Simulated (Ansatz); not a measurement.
**BFH₇NSi₂: a ladder of functionals and wavefunction methods**

The task here is to estimate one member of a computed series from the others.

Computed with Ansatz 0.2.0, Gaussian basis. Level: functionals in def2-TZVPP, the program's frozen cores in correlated methods.

Levels to be run: LDA (SPW92), PBE-D4, revPBE-D4, BLYP-D4, r2SCAN-D4, B97M-V, PBE0-D4, B3LYP-D4, r2SCANh-D4, r2SCAN0-D4, HSE06-D4, BHLYP-D4, CAM-B3LYP-D4, LC-ωPBE, ωB97X-V, ωB97M-V, B2PLYP, PBE-QIDH; CCSD(T)/def2-SVP; CCSD(T)/def2-TZVPP; MP2/def2-QZVPP; extrapolation to the limit; RPA on PBE.

## Structure used throughout

The geometry comes from an earlier relaxation with PBE0-D4 in a triple-zeta def2 set; it is a stationary point, not always the lowest conformer.

SMILES `B[SiH2][SiH](N)F`, 12 atoms, charge 0, spin multiplicity 1.

Atoms are counted from 1 here; the program's logs count them from 0.

Bond lengths: B1–Si2 1.986 Å, B1–H6 1.197 Å, B1–H7 1.194 Å, Si2–Si3 2.357 Å, Si2–H8 1.489 Å, Si2–H9 1.488 Å, Si3–N4 1.699 Å, Si3–F5 1.611 Å, Si3–H10 1.484 Å, N4–H11 1.007 Å, N4–H12 1.006 Å. Angles: Si2–B1–H6 120.2°, Si2–B1–H7 121.8°, H6–B1–H7 117.7°, B1–Si2–Si3 100.6°, B1–Si2–H8 114.6°, B1–Si2–H9 115.6°, Si3–Si2–H8 106.8°, Si3–Si2–H9 108.7°, H8–Si2–H9 109.6°, Si2–Si3–N4 108.5°, Si2–Si3–F5 106.4°, Si2–Si3–H10 115.7°, N4–Si3–F5 114.1°, N4–Si3–H10 107.2°, F5–Si3–H10 105.2°, Si3–N4–H11 122.3°, Si3–N4–H12 122.8°, H11–N4–H12 112.2°.

Set-up of the first run:

Input file in.yaml:

```yaml
crystal:
  periodic: [false, false, false]
  atoms:
    - {symbol: B, position_ang: [-0.971421, 1.150860, 1.448145]}
    - {symbol: Si, position_ang: [-0.976532, 0.949821, -0.527679]}
    - {symbol: Si, position_ang: [0.953580, -0.366879, -0.835736]}
    - {symbol: N, position_ang: [0.758148, -1.819678, 0.022227]}
    - {symbol: F, position_ang: [2.198444, 0.526858, -0.339597]}
    - {symbol: H, position_ang: [-1.369402, 0.261758, 2.144602]}
    - {symbol: H, position_ang: [-0.471331, 2.094412, 1.982909]}
    - {symbol: H, position_ang: [-2.122102, 0.167425, -1.069392]}
    - {symbol: H, position_ang: [-0.821808, 2.210625, -1.302549]}
    - {symbol: H, position_ang: [1.269282, -0.726004, -2.240429]}
    - {symbol: H, position_ang: [1.305004, -2.640789, -0.177552]}
    - {symbol: H, position_ang: [0.325236, -1.863607, 0.929050]}
basis:
  gaussian: {orbitals: def2-TZVPP}
hamiltonian: {xc: lda}
output: {orbitals: {seedname: orbitals}}
```

The run is started by

```sh
$ ansatz run in.yaml --threads 4 --pin off --events-out ev --progress --plain --max-ram 10444MiB
```

Steps of the session up to this table: LDA; PBE-D4 (GGA); revPBE-D4 (GGA); BLYP-D4 (GGA); r2SCAN-D4 (meta-GGA); B97M-V (meta-GGA); PBE0-D4 (hybrid); B3LYP-D4 (hybrid); r2SCANh-D4 (hybrid); r2SCAN0-D4 (hybrid); HSE06-D4 (hybrid); BHLYP-D4 (hybrid); CAM-B3LYP-D4 (range-separated); LC-ωPBE (range-separated); ωB97X-V (range-separated); ωB97M-V (range-separated); B2PLYP (double hybrid); PBE-QIDH (double hybrid).

One of the session's tables, all rows but one given; the rest of the session is left out.

It belongs to the step «Orbital energies across the functionals». 

| functional | HOMO (eV) | LUMO (eV) | gap (eV) |
| --- | --- | --- | --- |
| LDA (SPW92) | -6.72 | -3.67 | 3.06 |
| PBE-D4 | -6.59 | -3.41 | 3.18 |
| revPBE-D4 | -6.53 | -3.30 | 3.23 |
| BLYP-D4 | -6.45 | -3.23 | 3.22 |
| r2SCAN-D4 | -6.84 | -3.14 | 3.70 |
| B97M-V | -6.94 | -3.28 | 3.66 |
| PBE0-D4 | -7.75 | -2.50 | 5.25 |
| B3LYP-D4 | ? | ? | ? |
| r2SCANh-D4 | -7.27 | -2.82 | 4.45 |
| r2SCAN0-D4 | -7.91 | -2.35 | 5.56 |
| HSE06-D4 | -7.35 | -2.88 | 4.48 |
| BHLYP-D4 | -8.79 | -1.47 | 7.32 |
| CAM-B3LYP-D4 | -9.03 | -1.39 | 7.63 |
| LC-ωPBE | -10.30 | -0.26 | 10.04 |
| ωB97X-V | -9.99 | -0.35 | 9.64 |
| ωB97M-V | -9.78 | -0.59 | 9.19 |

Q: Estimate the row for B3LYP-D4 from the others.

Worked estimate for «HOMO (eV)». Against the share of exact exchange, BLYP-D4 (0, -6.45), BHLYP-D4 (0.5, -8.79) give a slope of -4.68 per unit share; at 0.2 the line stands at -7.39.

**Answer.** HOMO (eV): -7.55; LUMO (eV): -2.68; gap (eV): 4.87. In «HOMO (eV)» the line misses by +0.16.
